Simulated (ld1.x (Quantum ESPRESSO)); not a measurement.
# A TM potential for cobalt, from input to tests

Do these settings give a usable potential? It is generated, then checked for transferability, scattering, ghosts and hardness.

Program: ld1.x (Quantum ESPRESSO) 7.5. Reference atom: PBE, scalar-relativistic, spherical and spin-unpolarised. All values are calculated.

## 1. Starting point

Typed settings, in words:

```
element                 : cobalt (Co, Z = 27)
type                    : norm-conserving Troullier–Martins (Kleinman–Bylander form)
frozen core             : [Ar]
valence charge          : 9
reference configuration : 3d7 4s2 4p0
partial waves           : 4s (bound): rc 2.35 bohr; 4p (bound, empty): rc 2.45 bohr; 3d (bound): rc 1.45 bohr
local potential         : the d channel
core correction         : a·sin(br)/r model core, default radius (core density twice the valence density)
```

An earlier all-electron run gives the scale for the radii.

All-electron outer shells of the reference configuration (PBE, scalar-relativistic, ld1.x):

```
shell  level (eV)  outermost node (bohr)  outermost maximum (bohr)
   3s     -102.40                   0.31                      0.66
   3p      -65.64                   0.28                      0.68
   3d       -8.20                      –                      0.66
   4s       -5.47                   0.96                      2.32
   4p       -1.28                   1.05                      3.25
```

## 2. Generating the potential

Co.in reads:

```
 &input
   title='Co', zed=27., rel=1, dft='PBE', iswitch=3,
   config='[Ar] 3d7 4s2 4p0',
   nld=3, rlderiv=2.65, eminld=-3.0, emaxld=5.0, deld=0.02
 /
 &inputp
   pseudotype=2, tm=.true., lloc=2,
   nlcc=.true.,
   file_pseudopw='Co.UPF', file_wfcaegen='ae.wfc', file_wfcncgen='nc.wfc', file_beta='beta', file_chi='chi'
 /
3
4S  1  0   2.00   0.00  2.35  2.35  0.0
4P  2  1   0.00   0.00  2.45  2.45  0.0
3D  3  2   7.00   0.00  1.45  1.45  0.0
 &test
   configts(1)='3d7 4s2 4p0'
 /
```

Run with:

```console
ld1.x < Co.in > Co.out
```

Output in Co.out (without the banner and most projector matrices):

```text
     Program LD1 v.7.5
     --------------------------- All-electron run ----------------------------

     Co
     scalar relativistic calculation

     atomic number is 27.00
     dft =PBE   lsd =0 sic =0 latt =0  beta=0.20 tr2=1.0E-14
     Exchange-correlation= PBE
                           (   1   4   3   4   0   0   0)
     mesh =1193 r(mesh) =  99.89935 a.u. xmin = -7.00 dx = 0.01250
     1 Ry =  13.60569312 eV, c = 137.03599908

     n l     nl                  e(Ry)          e(Ha)          e(eV)
     1 0     1S 1( 2.00)      -558.0826      -279.0413     -7593.1006
     2 0     2S 1( 2.00)       -66.0755       -33.0378      -899.0036
     2 1     2P 1( 6.00)       -56.5897       -28.2948      -769.9416
     3 0     3S 1( 2.00)        -7.5266        -3.7633      -102.4044
     3 1     3P 1( 6.00)        -4.8242        -2.4121       -65.6364
     3 2     3D 1( 7.00)        -0.6030        -0.3015        -8.2040
     4 0     4S 1( 2.00)        -0.4020        -0.2010        -5.4697
     4 1     4P 1( 0.00)        -0.0938        -0.0469        -1.2766

     final scf error:  8.6E-15 reached in  32 iterations

     Etot =   -2786.294851 Ry,   -1393.147426 Ha,  -37909.472698 eV

     Ekin =    2822.267919 Ry,    1411.133959 Ha,   38398.911213 eV
     Encl =   -6674.713191 Ry,   -3337.356595 Ha,  -90814.099355 eV
     Eh   =    1184.776043 Ry,     592.388022 Ha,   16119.699266 eV
     Exc  =    -118.625623 Ry,     -59.312811 Ha,   -1613.983821 eV

     normalization and overlap integrals

     s(1S/1S) =  1.000000  <r> =   0.0562  <r2> =    0.0042  r(max) =   0.0366
     s(2S/2S) =  1.000000  <r> =   0.2555  <r2> =    0.0770  r(max) =   0.2131
     s(2P/2P) =  1.000000  <r> =   0.2250  <r2> =    0.0622  r(max) =   0.1723
     s(3S/3S) =  1.000000  <r> =   0.7736  <r2> =    0.6913  r(max) =   0.6648
     s(3P/3P) =  1.000000  <r> =   0.8160  <r2> =    0.7864  r(max) =   0.6816
     s(3D/3D) =  1.000000  <r> =   1.0711  <r2> =    1.5569  r(max) =   0.6648
     s(4S/4S) =  1.000000  <r> =   2.8937  <r2> =    9.7888  r(max) =   2.3202
     s(4P/4P) =  1.000000  <r> =   4.4224  <r2> =   23.7598  r(max) =   3.2517

     ------------------------ End of All-electron run ------------------------

     --------------------- Generating NC pseudopotential ---------------------

      Generating local pot.: lloc=2, matching radius rcloc =   1.4500

      Computing core charge for nlcc:

       r > 0.44 : true rho core
       r < 0.44 : rho core = a sin(br)/r    a=  24.68  b=   4.63

      Integrated core pseudo-charge :   9.74

      Wfc   4S  rcut= 2.349  Using Troullier-Martins method

      Wfc   4P  rcut= 2.470  Using Troullier-Martins method

     ------------------- End of pseudopotential generation -------------------

     [... the all-electron block is printed once more ...]


     Computing logarithmic derivative in   2.64569
     Computing logarithmic derivative in   2.64569
     Computing the partial wave expansion
     R is outside the sphere for l=    0 j= 0.00
     R is outside the sphere for l=    1 j= 0.00
       no projector for channel:   2

     ---------------------- Testing the pseudopotential ----------------------

     Co
     scalar relativistic calculation

     atomic number is 27.00   valence charge is  9.00
     dft =PBE   lsd =0 sic =0 latt =0  beta=0.20 tr2=1.0E-14
     mesh =1193 r(mesh) =  99.89935 xmin = -7.00 dx = 0.01250

     n l     nl             e AE (Ry)        e PS (Ry)    De AE-PS (Ry)
     3 2     3D   1( 7.00)       -0.60298       -0.60299        0.00000
     1 0     4S   1( 2.00)       -0.40202       -0.40202        0.00000
     2 1     4P   1( 0.00)       -0.09383       -0.09383       -0.00000

     eps = 1.8E-15  iter = 19

     Etot =   -2786.294851 Ry,   -1393.147426 Ha,  -37909.472698 eV
     Etotps =   -77.018130 Ry,     -38.509065 Ha,   -1047.885046 eV

     Ekin =      87.013128 Ry,      43.506564 Ha,    1183.873920 eV
     Encl =    -184.036713 Ry,     -92.018356 Ha,   -2503.947039 eV
     Ehrt =      53.924078 Ry,      26.962039 Ha,     733.674452 eV
     Ecxc =     -34.838421 Ry,     -17.419210 Ha,    -474.000862 eV
     (Ecc =     -19.502904 Ry,      -9.751452 Ha,    -265.350533 eV)
     Epseu=       0.919798 Ry,       0.459899 Ha,      12.514484 eV

     ---------------------- End of pseudopotential test ----------------------
```

Run time: 1.1 s. Hardware: 1 thread of Neoverse-V2, shared host. (Generation and the later configuration tests together.)

Partial waves on a coarse radial grid (AE all-electron, PS pseudo):

```tsv
r (bohr)	4p AE	4p PS	4s AE	4s PS
0.123	0.0985	0.0016	0.1246	0.0178
0.245	0.0317	0.0063	0.1021	0.0363
0.368	-0.0834	0.0143	-0.1087	0.0567
0.490	-0.1534	0.0254	-0.2468	0.0796
0.613	-0.1684	0.0399	-0.2695	0.1063
0.735	-0.1433	0.0575	-0.2077	0.1374
0.858	-0.0945	0.0786	-0.1005	0.1744
0.980	-0.0354	0.1027	0.0215	0.2171
1.103	0.0272	0.1301	0.1428	0.2664
1.225	0.0880	0.1600	0.2526	0.3205
1.348	0.1455	0.1924	0.3485	0.3784
1.470	0.1977	0.2260	0.4278	0.4362
1.593	0.2450	0.2606	0.4925	0.4912
1.715	0.2868	0.2944	0.5426	0.5391
1.838	0.3239	0.3270	0.5806	0.5780
1.960	0.3559	0.3570	0.6073	0.6063
2.083	0.3839	0.3841	0.6249	0.6246
2.205	0.4076	0.4076	0.6343	0.6342
2.328	0.4277	0.4277	0.6369	0.6369
2.450	0.4442	0.4442	0.6338	0.6338
2.573	0.4578	0.4578	0.6260	0.6260
2.695	0.4684	0.4684	0.6144	0.6144
2.818	0.4764	0.4764	0.5995	0.5995
2.940	0.4821	0.4821	0.5824	0.5824
3.063	0.4857	0.4857	0.5632	0.5632
3.185	0.4873	0.4873	0.5428	0.5428
```

## 3. Transferability test

Co.test.in reads:

```
 &input
   title='Co', zed=27., rel=1, dft='PBE', iswitch=2,
   config='[Ar] 3d7 4s2 4p0'
 /
 &test
   file_pseudo='Co.UPF', nconf=8,
   configts(1)='3d7 4s2 4p0',
   configts(2)='3d7 4s1 4p0',
   configts(3)='3d7 4s0 4p0',
   configts(4)='3d6 4s0 4p0',
   configts(5)='3d7 4s0 4p1',
   configts(6)='3d8 4s0 4p0',
   configts(7)='3d5 4s0 4p0',
   configts(8)='3d6 4s2 4p1'
 /
```

Run with:

```console
ld1.x < Co.test.in > Co.test.out
```

Co.test.out, the pseudopotential blocks, each with the warnings that came before it:

```text
     ---------------------- Testing the pseudopotential ----------------------

     Co
     scalar relativistic calculation

     atomic number is 27.00   valence charge is  9.00
     dft =PBE   lsd =0 sic =0 latt =0  beta=0.20 tr2=1.0E-14
     mesh =1193 r(mesh) =  99.89935 xmin = -7.00 dx = 0.01250

     n l     nl             e AE (Ry)        e PS (Ry)    De AE-PS (Ry)
     3 2     3D   1( 7.00)       -0.60298       -0.60299        0.00000
     1 0     4S   1( 2.00)       -0.40202       -0.40202        0.00000
     2 1     4P   1( 0.00)       -0.09383       -0.09383       -0.00000

     eps = 1.7E-15  iter = 19

     Etot =   -2786.294851 Ry,   -1393.147426 Ha,  -37909.472698 eV
     Etotps =   -77.018130 Ry,     -38.509065 Ha,   -1047.885046 eV

     Ekin =      87.013128 Ry,      43.506564 Ha,    1183.873920 eV
     Encl =    -184.036713 Ry,     -92.018356 Ha,   -2503.947039 eV
     Ehrt =      53.924078 Ry,      26.962039 Ha,     733.674452 eV
     Ecxc =     -34.838421 Ry,     -17.419210 Ha,    -474.000862 eV
     (Ecc =     -19.502904 Ry,      -9.751452 Ha,    -265.350533 eV)
     Epseu=       0.919798 Ry,       0.459899 Ha,      12.514484 eV

     ---------------------- End of pseudopotential test ----------------------

     ---------------------- Testing the pseudopotential ----------------------

     Co
     [...]
     n l     nl             e AE (Ry)        e PS (Ry)    De AE-PS (Ry)
     3 2     3D   1( 7.00)       -1.24646       -1.24247       -0.00399
     1 0     4S   1( 1.00)       -0.93803       -0.93908        0.00104
     2 1     4P   1( 0.00)       -0.54886       -0.54963        0.00076

     eps = 6.6E-15  iter = 17

     Etot =   -2785.631149 Ry,   -1392.815574 Ha,  -37900.442564 eV
     Etotps =   -76.353976 Ry,     -38.176988 Ha,   -1038.848762 eV
     dEtot_ae =       0.663703 Ry
     dEtot_ps =       0.664155 Ry,   Delta E=      -0.000452 Ry

     [...]
     ---------------------- End of pseudopotential test ----------------------

     Warning: n=2, l=1 expected 0 nodes, found 1
     ---------------------- Testing the pseudopotential ----------------------

     Co
     [...]
     n l     nl             e AE (Ry)        e PS (Ry)    De AE-PS (Ry)
     3 2     3D   1( 7.00)       -1.98916       -1.98286       -0.00630  !
     1 0     4S   1( 0.00)       -1.53869       -1.54356        0.00487
     2 1     4P   1( 0.00)       -1.07841       -1.09222        0.01381  !

     eps = 7.0E-15  iter = 12

     Etot =   -2784.397424 Ry,   -1392.198712 Ha,  -37883.656885 eV
     Etotps =   -75.117548 Ry,     -37.558774 Ha,   -1022.026309 eV
     dEtot_ae =       1.897427 Ry
     dEtot_ps =       1.900582 Ry,   Delta E=      -0.003155 Ry

     [...]
     ---------------------- End of pseudopotential test ----------------------

     Warning: n=1, l=0 expected 0 nodes, found 1
     ---------------------- Testing the pseudopotential ----------------------

     Co
     [...]
     n l     nl             e AE (Ry)        e PS (Ry)    De AE-PS (Ry)
     3 2     3D   1( 6.00)       -3.31966       -3.35651        0.03685  !
     1 0     4S   1( 0.00)       -2.38146       -2.38146        0.00000
     2 1     4P   1( 0.00)       -1.82341       -1.82341        0.00000

     eps = 1.8E-15  iter = 14

     Etot =   -2781.761040 Ry,   -1390.880520 Ha,  -37847.787048 eV
     Etotps =   -72.468542 Ry,     -36.234271 Ha,    -985.984746 eV
     dEtot_ae =       4.533812 Ry
     dEtot_ps =       4.549588 Ry,   Delta E=      -0.015776 Ry

     [...]
     ---------------------- End of pseudopotential test ----------------------

     ---------------------- Testing the pseudopotential ----------------------

     Co
     [...]
     n l     nl             e AE (Ry)        e PS (Ry)    De AE-PS (Ry)
     3 2     3D   1( 7.00)       -1.35700       -1.35432       -0.00268
     1 0     4S   1( 0.00)       -1.00643       -1.00803        0.00160
     2 1     4P   1( 1.00)       -0.60637       -0.60719        0.00081

     eps = 2.3E-15  iter = 26

     Etot =   -2785.236570 Ry,   -1392.618285 Ha,  -37895.074046 eV
     Etotps =   -75.958856 Ry,     -37.979428 Ha,   -1033.472891 eV
     dEtot_ae =       1.058281 Ry
     dEtot_ps =       1.059274 Ry,   Delta E=      -0.000992 Ry

     [...]
     ---------------------- End of pseudopotential test ----------------------

     ---------------------- Testing the pseudopotential ----------------------

     Co
     [...]
     n l     nl             e AE (Ry)        e PS (Ry)    De AE-PS (Ry)
     3 2     3D   1( 8.00)       -0.89978       -0.88487       -0.01490  !
     1 0     4S   1( 0.00)       -0.82023       -0.82902        0.00878  !
     2 1     4P   1( 0.00)       -0.46842       -0.47598        0.00756  !

     eps = 3.7E-15  iter = 21

     Etot =   -2785.819239 Ry,   -1392.909620 Ha,  -37903.001666 eV
     Etotps =   -76.526075 Ry,     -38.263038 Ha,   -1041.190297 eV
     dEtot_ae =       0.475612 Ry
     dEtot_ps =       0.492055 Ry,   Delta E=      -0.016443 Ry

     [...]
     ---------------------- End of pseudopotential test ----------------------

     ---------------------- Testing the pseudopotential ----------------------

     Co
     [...]
     n l     nl             e AE (Ry)        e PS (Ry)    De AE-PS (Ry)
     3 2     3D   1( 5.00)       -4.84765       -4.95384        0.10619  !
     1 0     4S   1( 0.00)       -3.32737       -4.13062        0.80325  !
     2 1     4P   1( 0.00)       -2.68132       -2.68132        0.00000

     eps = 4.0E-15  iter = 12

     Etot =   -2777.692752 Ry,   -1388.846376 Ha,  -37792.435173 eV
     Etotps =   -68.330003 Ry,     -34.165001 Ha,    -929.677050 eV
     dEtot_ae =       8.602099 Ry
     dEtot_ps =       8.688127 Ry,   Delta E=      -0.086028 Ry

     [...]
     ---------------------- End of pseudopotential test ----------------------

     BEWARE! Errors in PS-KS equations
     ---------------------- Testing the pseudopotential ----------------------

     Co
     [...]
     n l     nl             e AE (Ry)        e PS (Ry)    De AE-PS (Ry)
     3 2     3D   1( 6.00)       -1.11526       -1.70221        0.58695  !
     1 0     4S   1( 2.00)       -0.57203       -1.06386        0.49183  !
     2 1     4P   1( 1.00)       -0.19286       -0.19260       -0.00026

     eps = 9.5E-15  iter = 28

     Etot =   -2785.584838 Ry,   -1392.792419 Ha,  -37899.812478 eV
     Etotps =   -76.082511 Ry,     -38.041255 Ha,   -1035.155290 eV
     dEtot_ae =       0.710013 Ry
     dEtot_ps =       0.935620 Ry,   Delta E=      -0.225607 Ry

     [...]
     ---------------------- End of pseudopotential test ----------------------
```

1 test gave no usable energy difference (3d6 4s2 4p1).

Excitation and ionisation energies from 3d7 4s2 4p0, with the error of the potential. A star marks tests that logged a warning.

```tsv
valence configuration	charge	ΔE all-electron (eV)	error AE − PS (meV)
3d7 4s1 4p0	+1	9.030	-6.1
3d7 4s0 4p0 *	+2	25.816	-43
3d6 4s0 4p0 *	+3	61.686	-215
3d7 4s0 4p1	+1	14.399	-13
3d8 4s0 4p0	+1	6.471	-224
3d5 4s0 4p0	+4	117.038	-1170
```

## 4. Logarithmic derivatives

Taken from the files of the generation run. The phase is arctan(r·u′/u) with u = r·R, unwrapped, with energies in Ry. A pole is an energy at which the radial function vanishes at the test radius. The pseudo phase is shifted by a multiple of π to meet the all-electron one at the reference energy. Levels narrower than the energy grid can be missing from the poles. The last column is the largest difference on the grid between −1 and +1 Ry.

```tsv
channel	radius (bohr)	reference (Ry)	poles AE	poles PS	window around the reference with phases within 0.05 rad (Ry)	largest difference near zero (rad)
s	2.65	-0.40	1.23	1.13, 4.53	below 2.0	0.011
p	2.65	-0.09	2.22	2.11	below 3.5	0.007
d	2.65	-0.60	-0.51, 3.97	-0.51, 4.31	below 1.0	0.027
```

Phases (rad) along the scan:

```tsv
E (Ry)	d AE	d PS	p AE	p PS
-3.00	1.359	1.359	1.337	1.335
-2.52	1.340	1.340	1.311	1.310
-2.04	1.314	1.315	1.277	1.275
-1.56	1.274	1.275	1.225	1.224
-1.08	1.184	1.185	1.140	1.139
-0.60	-1.167	-1.167	0.969	0.968
-0.12	-1.845	-1.841	0.508	0.508
0.36	-1.989	-1.980	-0.582	-0.587
0.84	-2.214	-2.187	-1.191	-1.198
1.32	-2.796	-2.688	-1.405	-1.414
1.80	-3.839	-3.692	-1.510	-1.522
2.28	-4.330	-4.259	-1.578	-1.594
2.76	-4.521	-4.477	-1.632	-1.655
3.24	-4.620	-4.586	-1.683	-1.720
3.72	-4.685	-4.653	-1.740	-1.808
4.20	-4.736	-4.702	-1.816	-1.968
4.68	-4.781	-4.743	-1.944	-2.428
```

## 5. Cutoff and ghost test in a Bessel basis

This step uses the generator's waves and projectors in a separate script. Basis: spherical Bessel functions vanishing at 20 bohr, q² up to the cutoff; potential fixed at the reference.

All-electron valence levels (Ry): 4s -0.4020, 4p -0.0938, 3d -0.6030. The lowest levels of each channel (Ry) by cutoff; the last column sums, over occupied levels, occupation times the distance from the level at 400 Ry. A positive value at high cutoff is not a bound level.

```tsv
cutoff (Ry)	s #1	s #2	p #1	p #2	d #1	f #1	Σ f·Δε (mRy)
8	-1.4992	-0.3978	-0.0934	0.0484	0.0598	0.1121	4648.0
18	-9.5775	-0.4011	-0.0939	0.0483	0.0593	0.1121	4638.1
30	-13.4686	-0.4019	-2.8538	-0.0938	0.0584	0.1121	4629.9
50	-15.8666	-0.4020	-5.4035	-0.0938	-0.1259	0.1121	3339.8
70	-16.2831	-0.4020	-6.2020	-0.0938	-0.4795	0.1121	864.3
110	-16.3246	-0.4020	-6.4073	-0.0938	-0.6009	0.1121	14.7
120	-16.3253	-0.4020	-6.4076	-0.0938	-0.6024	0.1121	4.4
160	-16.3276	-0.4020	-6.4087	-0.0938	-0.6027	0.1121	1.7
200	-16.3281	-0.4020	-6.4092	-0.0938	-0.6029	0.1121	0.7
260	-16.3283	-0.4020	-6.4093	-0.0938	-0.6030	0.1121	0.0
400	-16.3283	-0.4020	-6.4094	-0.0938	-0.6030	0.1121	0.0
```

The sum stays within 10 mRy from 120 Ry and within 1 mRy from 200 Ry. The sum leaves out empty levels, which can need more. Ghost test: ghost states, bound below the all-electron valence or empty levels of the same l: s at -222.2 eV, p at -87.2 eV.

## 6. Outcome

| quantity | value |
| --- | --- |
| cutoffs for 10 and 1 mRy, occupied levels | 120 Ry and 200 Ry |
| bound ghosts | s at -222.16 eV, p at -87.20 eV |
| largest test error (AE − PS) | -1170 meV, for 3d5 4s0 4p0 (1 test unsolved) |
| largest phase difference near zero energy, channels read | 0.027 rad |

**Reading.** It has a bound ghost (s, p), a state that the atom doesn't have, and that rules the file out. By total energies transferability is poor: the largest error is 1170 meV on 117.0 eV, for 3d5 4s0 4p0. That test lies far up in energy; among those under 40 eV, nearer to bonding, the largest error is 224 meV. Of the tests 1 gave no usable energy difference, which is a warning in itself. The potential is hard: the looser tolerance needs 120 Ry. The slowest occupied level is 3d: taken alone it needs 120 Ry to come within 1 mRy, against 18 Ry for 4s. Near zero energy the phases of the channels with partial waves agree within 0.027 rad. All of this concerns the isolated atom, not yet a solid.
